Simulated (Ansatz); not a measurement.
# Ti: the cost of one run

Program: Ansatz 0.2.0. Level of theory: DFT LDA, scalar-relativistic, plane waves, PAW. These are calculated values, not measurements.

### 1 Starting point

Symmetry: P6_3/mmc, No. 194, hexagonal system. Conventional cell: a = 2.950 Å, b = 2.950 Å, c = 4.680 Å, α = 90.00°, β = 90.00°, γ = 120.00°. Ti (site symmetry -6m2) has 12 Ti at 2.89 to 2.95 Å as nearest neighbours.

Structure file:

```cif
data_structure
_symmetry_space_group_name_H-M 'P 1'
_symmetry_Int_Tables_number 1
_cell_length_a 5.9000
_cell_length_b 5.9000
_cell_length_c 9.3600
_cell_angle_alpha 90.000
_cell_angle_beta 90.000
_cell_angle_gamma 120.000
_cell_volume 282.17
loop_
_atom_site_label
_atom_site_type_symbol
_atom_site_fract_x
_atom_site_fract_y
_atom_site_fract_z
_atom_site_occupancy
Ti1 Ti 0.16667 0.33333 0.12500 1
Ti2 Ti 0.33333 0.16667 0.37500 1
Ti3 Ti 0.16667 0.33333 0.62500 1
Ti4 Ti 0.33333 0.16667 0.87500 1
Ti5 Ti 0.16667 0.83333 0.12500 1
Ti6 Ti 0.33333 0.66667 0.37500 1
Ti7 Ti 0.16667 0.83333 0.62500 1
Ti8 Ti 0.33333 0.66667 0.87500 1
Ti9 Ti 0.66667 0.33333 0.12500 1
Ti10 Ti 0.83333 0.16667 0.37500 1
Ti11 Ti 0.66667 0.33333 0.62500 1
Ti12 Ti 0.83333 0.16667 0.87500 1
Ti13 Ti 0.66667 0.83333 0.12500 1
Ti14 Ti 0.83333 0.66667 0.37500 1
Ti15 Ti 0.66667 0.83333 0.62500 1
Ti16 Ti 0.83333 0.66667 0.87500 1
```

### 2 Relaxing cell and atoms: Ti, no spin

input.yaml

```yaml
crystal:
  lattice:
    - [5.9, 0.0, 0.0]
    - [-2.95, 5.1095498824, 0.0]
    - [0.0, 0.0, 9.36]
  atoms:
    - { symbol: Ti, position: [0.1666666667, 0.3333333333, 0.125] }
    - { symbol: Ti, position: [0.3333333333, 0.1666666667, 0.375] }
    - { symbol: Ti, position: [0.1666666667, 0.3333333333, 0.625] }
    - { symbol: Ti, position: [0.3333333333, 0.1666666667, 0.875] }
    - { symbol: Ti, position: [0.1666666667, 0.8333333333, 0.125] }
    - { symbol: Ti, position: [0.3333333333, 0.6666666667, 0.375] }
    - { symbol: Ti, position: [0.1666666667, 0.8333333333, 0.625] }
    - { symbol: Ti, position: [0.3333333333, 0.6666666667, 0.875] }
    - { symbol: Ti, position: [0.6666666667, 0.3333333333, 0.125] }
    - { symbol: Ti, position: [0.8333333333, 0.1666666667, 0.375] }
    - { symbol: Ti, position: [0.6666666667, 0.3333333333, 0.625] }
    - { symbol: Ti, position: [0.8333333333, 0.1666666667, 0.875] }
    - { symbol: Ti, position: [0.6666666667, 0.8333333333, 0.125] }
    - { symbol: Ti, position: [0.8333333333, 0.6666666667, 0.375] }
    - { symbol: Ti, position: [0.6666666667, 0.8333333333, 0.625] }
    - { symbol: Ti, position: [0.8333333333, 0.6666666667, 0.875] }
scf:
  occupations: { method: gaussian, width: 0.1 }
output:
  forces: true
  stress: true
  eigenvalues: true
hamiltonian:
  xc: lda
kpoints:
  mp_grid: { grid: [8, 8, 5] }
relax:
  f_tol: 0.01
  max_steps: 60
  cell: { stress_tol: 0.03 }
```

The run is started by

```
$ ansatz run input.yaml --threads 4 --pin off --max-ram 8192MiB --backend cpu --events-out ev --progress --plain --runs-dir out
```

**Question.** How long does this run take on 4 threads of Arm Neoverse V2, shared host, and how much memory does it need?

About 2 min, with a peak of 1.4 GiB.
